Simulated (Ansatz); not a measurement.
What does this script print? It uses the Ansatz DFT code, driven from Python.

`run_tae.py`:
```python
# -*- coding: utf-8 -*-
"""Atomisation energy of CH5B2F at the given geometry."""

from collections import Counter
import logging
import sys

import ansatz as az

logging.basicConfig(stream=sys.stdout, format="%(name)s: %(message)s")
logger = logging.getLogger("ansatz_job")
logger.setLevel(logging.INFO)

params = {
    "basis_set": "pcseg-2",
    "xc": "PBE",
}


def energy(molecule, charge=0, unpaired=0):
    calc = molecule.calculation().basis(gaussian=params["basis_set"]).functional(params["xc"])
    if charge:
        calc = calc.charge(charge)
    if unpaired:
        calc = calc.spin("collinear", total=unpaired)
    return calc.run(threads=1).report["free_energy_ev"]


def main():
    geometry_ang = [
        ("B", [-0.7142, 0.882, -0.5838]),
        ("C", [-0.3819, -0.4701, 0.0601]),
        ("B", [1.0912, -0.4243, 0.5613]),
        ("F", [-0.4443, -1.4631, -0.8797]),
        ("H", [-1.0947, 0.9738, -1.7455]),
        ("H", [-0.7487, 1.9297, 0.0533]),
        ("H", [-1.0274, -0.6667, 0.9212]),
        ("H", [1.482, 0.3592, 1.4082]),
        ("H", [1.9264, -1.1668, 0.1879]),
    ]
    mol = az.Crystal.molecule()
    for symbol, xyz in geometry_ang:
        mol = mol.atom(symbol, xyz)

    # Hund ground states
    unpaired = {"B": 1, "C": 2, "F": 1, "H": 1}
    counts = Counter(site.symbol for site in mol.cartesian_sites)
    atom_energy = {s: energy(az.Crystal.molecule().atom(s, (0, 0, 0)), 0, unpaired[s]) for s in counts}
    whole = energy(mol, 0, 0)
    for s, e in atom_energy.items():
        logger.info(f"{s:2s} x{counts[s]}  {e:14.5f} eV")
    logger.info(f"CH5B2F: {whole:.5f} eV")
    split = sum(counts[s] * e for s, e in atom_energy.items()) - whole
    logger.info(f"atomisation energy (no zero-point term): {96.485332 * split:.1f} kJ/mol, {split / sum(counts.values()):.3f} eV an atom")


if __name__ == "__main__":
    main()
```

```console
$ python run_tae.py
ansatz_job: B  x2      -669.67814 eV
ansatz_job: C  x1     -1028.48099 eV
ansatz_job: F  x1     -2712.11677 eV
ansatz_job: H  x5       -13.60312 eV
ansatz_job: CH5B2F: -5181.47307 eV
ansatz_job: atomisation energy (no zero-point term): 3232.6 kJ/mol, 3.723 eV an atom
```

3232.6 kJ/mol from the electronic energies, without the zero-point term.

What to keep in mind:
- Total energies depend on the basis set; only differences at equal settings carry meaning.
- The geometry is a force-field or estimated start, not a minimum of this method, and the basis set is short of its limit. All parts are taken at fixed geometry, without zero-point energy.
- This functional overbinds, so such energies come out a few per cent too high (LDA far more).
- Timing: 5.4 s on 1 thread of Arm Neoverse V1, with other jobs on the host, peak memory 0.24 GiB.
